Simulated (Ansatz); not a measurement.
The system is Mg2CuSi3.

```
Cu Si Mg
1.0
     2.66801    1.54038    3.86132
    -2.66801    1.54038    3.86132
     0.00000   -3.08075    3.86132
Cu Si Mg
1 3 2
Direct
  0.00000 0.00000 0.00000
  0.00000 0.00000 0.50000
  0.50000 0.00000 0.00000
  0.00000 0.50000 0.00000
  0.37272 0.37272 0.37272
  0.62728 0.62728 0.62728
```

The cell comes from a database or a generator and needn't be the stable form of this composition.

```yaml
Program: Ansatz 0.2.0
Task: single point
Functional: PBE
Potentials_or_basis: Ansatz PAW
Cutoff: "420 eV (not typed: the program's choice for these potentials)"
k_mesh: 6 × 6 × 6
Occupations: fermi-dirac, width 0.05 eV
Spin: no spin polarisation
```

On this cell: pressure 0.2 GPa; largest force 0.097 eV/Å; band gap on the k mesh none (metal or under the smearing width).

The same run follows on a disturbed copy (atoms moved at random, drawn with an rms of 0.05 Å):

```
CELL_PARAMETERS angstrom
2.66801 1.54038 3.86132
-2.66801 1.54038 3.86132
0.00000 -3.08075 3.86132
ATOMIC_POSITIONS crystal
Cu 0.00194 0.00034 0.99173
Si 0.00473 0.99948 0.49724
Si 0.48941 0.99852 0.00292
Si 0.01679 0.51014 0.98623
Mg 0.36845 0.37999 0.36741
Mg 0.63062 0.61404 0.63249
```

Q: What changes?

A: The energy (extrapolated to zero smearing) moves by +5.7 meV/atom; pressure 0.4 GPa; largest force 0.486 eV/Å; band gap on the k mesh none (metal or under the smearing width).

Forces in eV/Å, atoms in the order of the input:
```
Cu  -0.259 -0.067  0.204
Si  -0.050  0.022 -0.195
Si   0.120  0.048  0.263
Si   0.024 -0.124 -0.470
Mg   0.194 -0.037  0.164
Mg  -0.029  0.158  0.034
```

Stress tensor (GPa, compression positive):
```
-0.64 -0.03  0.13
-0.03 -0.30 -0.04
 0.13 -0.04  2.28
```
